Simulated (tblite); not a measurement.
# C6H13FGe: the cost of one run

Programs: tblite 0.8.0 and PySCF 2.14.0, with density-fitted response routines of our own. Each step states its level of theory. These are calculated values for one molecule, in the gas phase or a continuum, unless marked as measured. Atoms are numbered from 0 throughout.

### 1 The starting structure

21 atoms, charge 0, multiplicity 1; geometry from: force field or distance geometry start.

Bonds of the start (Å): C0–C1 1.54, C1–C2 1.52, C1–C3 1.55, C3–Ge4 1.96, Ge4–C5 1.94, C5–C6 1.53, C6–F7 1.38, C6–C3 1.54, C0–H8 1.11, C0–H9 1.12, C0–H10 1.11, C1–H11 1.12, C2–H12 1.13, C2–H13 1.11, C2–H14 1.11, C3–H15 1.10, Ge4–H16 1.55, Ge4–H17 1.54, C5–H18 1.12, C5–H19 1.11, C6–H20 1.12.

### 2 Geometry optimisation with GFN2-xTB

What the job is given:

```
{"job": {"kind": "relax", "xc": "GFN2-xTB", "basis": "xTB"}, "charge": 0, "multiplicity": 1}
C     -1.948300    -0.587000     0.848500
C     -0.952400     0.385300     0.198300
C     -1.643100     1.188000    -0.887400
C      0.262900    -0.380900    -0.380900
Ge     1.335400    -1.283200     0.993900
C      2.495300    -0.026900     0.083200
C      1.417100     0.520800    -0.848700
F      1.735700     0.284000    -2.168300
H     -1.499100    -1.116300     1.714100
H     -2.842100    -0.024300     1.232800
H     -2.307100    -1.338600     0.107500
H     -0.598500     1.083500     0.994400
H     -2.529000     1.736600    -0.457500
H     -0.964100     1.946500    -1.331100
H     -2.012400     0.530500    -1.700700
H     -0.044000    -1.111900    -1.147200
H      1.650100    -2.754700     0.638200
H      0.995800    -0.844700     2.432600
H      2.879600     0.751000     0.791900
H      3.318000    -0.547500    -0.455600
H      1.241300     1.606800    -0.658400
```

The run is started by

```
$ OMP_NUM_THREADS=1 python probes_run.py task.json out
```

One launch serves the whole session: the jobs run in the order shown.

**Question.** How long does this first job take on 1 thread of Intel Xeon at 2.50GHz, shared host, and how much memory does it need?

About 2.3 s, with a peak of 0.18 GiB.
